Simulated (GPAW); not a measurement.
Crystal: InSb3.

```
CELL_PARAMETERS angstrom
0.00000 3.79455 3.79455
3.79455 0.00000 3.79455
3.79455 3.79455 0.00000
ATOMIC_POSITIONS crystal
Sb 0.50000 0.50000 0.50000
Sb 0.75000 0.75000 0.75000
Sb 0.25000 0.25000 0.25000
In 0.00000 0.00000 0.00000
```

The cell comes from a database or a generator and needn't be the stable form of this composition.

- Program: GPAW 26.7.0
- Task: relaxation of cell and atoms
- Functional: PBEsol
- Potentials or basis: PAW data sets generated in the run's folder for this functional
- Cutoff: 600 eV
- Basis: pw
- k mesh: 5 × 5 × 5
- Occupations: fermi-dirac, width 0.05 eV
- Spin: no spin polarisation

At the start: pressure -3.3 GPa; volume 27.32 Å³/atom.

How do energy, volume and symmetry change on relaxing?

Over 4 steps the energy falls by 19.8 meV/atom and the volume is 25.68 Å³/atom (-6.0 %); space group Fm-3m (No. 225, to 0.05 Å).

Step by step:
| step | energy change (eV) | largest force (eV/Å) | pressure (GPa) | volume (Å³) |
| --- | --- | --- | --- | --- |
| 1 | 0.0000 | 0.0000 | -3.33 | 109.27 |
| 2 | -0.0137 | 0.0000 | -3.07 | 108.61 |
| 3 | -0.0767 | 0.0000 | 0.73 | 101.48 |
| 4 | -0.0791 | 0.0000 | -0.09 | 102.74 |

Final structure:
```xyz
4
Lattice="0.0000 3.7174 3.7174 3.7174 0.0000 3.7174 3.7174 3.7174 0.0000" Properties=species:S:1:pos:R:3 pbc="T T T"
Sb    3.7174    3.7174    3.7174
Sb    5.5760    5.5760    5.5760
Sb    1.8587    1.8587    1.8587
In    0.0000    0.0000    0.0000
```

Caveat: later steps reuse the first step's grids.
